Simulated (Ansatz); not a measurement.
# AsH₃S (SMILES S[AsH2]): one structure at several levels

An exercise on one series of results from a longer session: the logs are not shown, and one member is left open.

The runs use Ansatz 0.2.0, Gaussian basis; single points in def2-TZVPP.

Correlated methods freeze the cores. Filled d shells of the heavier atoms are correlated. B3LYP uses VWN-RPA correlation.

### The system as given

5 atoms, charge 0, spin multiplicity 1.

Atoms are counted from 1 here; the program's logs count them from 0.

Bond lengths: S1–As2 2.213 Å, S1–H3 1.317 Å, As2–H4 1.474 Å, As2–H5 1.491 Å. Angles: As2–S1–H3 97.1°, S1–As2–H4 96.9°, S1–As2–H5 96.1°, H4–As2–H5 90.1°.

Coordinates:

```xyz
5

S     0.9021   -1.0148    0.1830
As   -0.6142    0.5956    0.1300
H     0.6638   -1.4233    1.4122
H    -1.1964    0.2469   -1.1788
H     0.2575    1.6129   -0.5246
```

Set-up of the first run:

Contents of run/in.yaml:

```yaml
crystal:
  periodic: [false, false, false]
  atoms:
    - {symbol: S, position_ang: [0.902100, -1.014800, 0.183000]}
    - {symbol: As, position_ang: [-0.614200, 0.595600, 0.130000]}
    - {symbol: H, position_ang: [0.663800, -1.423300, 1.412200]}
    - {symbol: H, position_ang: [-1.196400, 0.246900, -1.178800]}
    - {symbol: H, position_ang: [0.257500, 1.612900, -0.524600]}
basis:
  gaussian: {orbitals: def2-TZVPP}
correlation: {method: ccsd_t}
output: {forces: true}
```

No record of the launch command was kept for these runs.

Among the steps run: CCSD(T)/def2-TZVPP; PBE0-D4/def2-TZVPP; wB97M-V/def2-TZVPP; r2SCAN-D4/def2-TZVPP; PBE-D4/def2-TZVPP; B3LYP-D4/def2-TZVPP; r2SCANh-D4/def2-TZVPP.

One table of the session follows, with a row left open; its other results are not shown here.

| method | RMS force component (eV/Å) | angle to CCSD(T) forces (°) | dipole (D) |
| --- | --- | --- | --- |
| CCSD(T) | 0.475 | reference | 0.82 |
| PBE0-D4 | 0.536 | 9.2 | 0.88 |
| wB97M-V | 0.472 | 4.8 | 0.91 |
| r2SCAN-D4 | 0.543 | 6.5 | 0.85 |
| PBE-D4 | 0.722 | 8.1 | 0.85 |
| B3LYP-D4 | 0.591 | 5.4 | 0.91 |
| r2SCANh-D4 | ? | ? | ? |

Q: Estimate the row for r2SCANh-D4 from the others.

**Answer.** RMS force component (eV/Å): 0.496; angle to CCSD(T) forces (°): 7.2; dipole (D): 0.86. In the column «RMS force component (eV/Å)» it lies between CCSD(T) (0.475) and PBE0-D4 (0.536).
